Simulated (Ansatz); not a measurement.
# TiP4W3: the cost of one run

Method: DFT PBE, scalar-relativistic, plane waves, PAW, in Ansatz 0.2.0.

1 further run of the same task is left out (set aside as unsound or not needed).

## 1. Starting point

The cell holds 16 atoms (P8Ti2W6): a = 6.446 Å, b = 6.618 Å, c = 6.488 Å, α = 89.71°, β = 86.85°, γ = 93.52°.

It is the last frame of an earlier stage of the same melt, run at 1730 K.

Coordinates:

```cif
data_structure
_symmetry_space_group_name_H-M 'P 1'
_symmetry_Int_Tables_number 1
_cell_length_a 6.4458
_cell_length_b 6.6181
_cell_length_c 6.4881
_cell_angle_alpha 89.706
_cell_angle_beta 86.853
_cell_angle_gamma 93.522
_cell_volume 275.83
loop_
_atom_site_label
_atom_site_type_symbol
_atom_site_fract_x
_atom_site_fract_y
_atom_site_fract_z
_atom_site_occupancy
Ti1 Ti 0.89368 0.02664 0.62309 1
Ti2 Ti 0.97752 0.98553 0.15137 1
P1 P 0.21447 0.28670 0.16481 1
P2 P 0.16299 0.91806 0.46148 1
P3 P 0.51273 0.84837 0.45954 1
P4 P 0.61338 0.01979 0.99628 1
P5 P 0.68209 0.70779 0.12724 1
P6 P 0.74273 0.22780 0.35717 1
P7 P 0.65319 0.29849 0.75581 1
P8 P 0.23799 0.59822 0.77776 1
W1 W 0.26124 0.68155 0.14375 1
W2 W 0.44089 0.46453 0.40204 1
W3 W 0.62295 0.70308 0.77415 1
W4 W 0.95218 0.55857 0.54583 1
W5 W 0.29314 0.03472 0.86619 1
W6 W 0.92063 0.46369 0.97201 1
```

## 2. Dynamics at 960 K

One k point, a Fermi-Dirac width of 0.083 eV and a fixed cell.

input.yaml reads:

```yaml
crystal:
  lattice:
    - [6.440243, -0.200989, 0.177906]
    - [-0.200989, 6.615023, 0.019566]
    - [0.177906, 0.019566, 6.48567]
  atoms:
    - { symbol: Ti, position: [0.8936805396, 0.0266413083, 0.6230872298] }
    - { symbol: Ti, position: [0.9775231377, 0.9855260678, 0.1513728262] }
    - { symbol: P, position: [0.2144707295, 0.2867044115, 0.1648053795] }
    - { symbol: P, position: [0.1629948, 0.9180633692, 0.461476297] }
    - { symbol: P, position: [0.5127347387, 0.848367465, 0.4595437735] }
    - { symbol: P, position: [0.6133805315, 0.0197910453, 0.9962813981] }
    - { symbol: P, position: [0.6820859607, 0.7077923621, 0.1272379202] }
    - { symbol: P, position: [0.7427346588, 0.2277965323, 0.3571690996] }
    - { symbol: P, position: [0.6531920773, 0.2984944724, 0.7558130699] }
    - { symbol: P, position: [0.2379902759, 0.5982181388, 0.7777633719] }
    - { symbol: W, position: [0.2612370113, 0.6815522338, 0.143753679] }
    - { symbol: W, position: [0.4408897202, 0.4645258083, 0.4020387372] }
    - { symbol: W, position: [0.6229532386, 0.7030817706, 0.7741499533] }
    - { symbol: W, position: [0.9521841131, 0.5585664816, 0.5458340022] }
    - { symbol: W, position: [0.2931441947, 0.0347247791, 0.8661927186] }
    - { symbol: W, position: [0.9206252086, 0.4636878839, 0.9720127292] }
  symmetry: { detect: false }
basis:
  ecutwfc: 420
kpoints:
  mp_grid: { grid: [1, 1, 1], shift: [0.25, 0.25, 0.25] }
hamiltonian:
  xc: pbe
scf:
  occupations: { method: fermi_dirac, width: 0.0827 }
  lower_state_search: "off"
  convergence: { dr2_threshold: 1.0e-06 }
output:
  forces: true
  stress: true
md:
  timestep: 3.0
  n_steps: 108
  ensemble: nvt_langevin
  friction: 0.03
  temperature: 960.0
  initial_velocities: maxwell_boltzmann
  seed: 43413
```

Command:

```console
ansatz run input.yaml --threads 2 --pin off --max-ram 5120MiB --backend cpu --events-out ev --progress --plain --runs-dir out
```

Q: Estimate wall time and peak memory on 2 threads of Intel Xeon Platinum 8259CL at 2.50GHz (Skylake/Cascade Lake), shared host.

About 3.8 min, with a peak of 0.65 GiB.
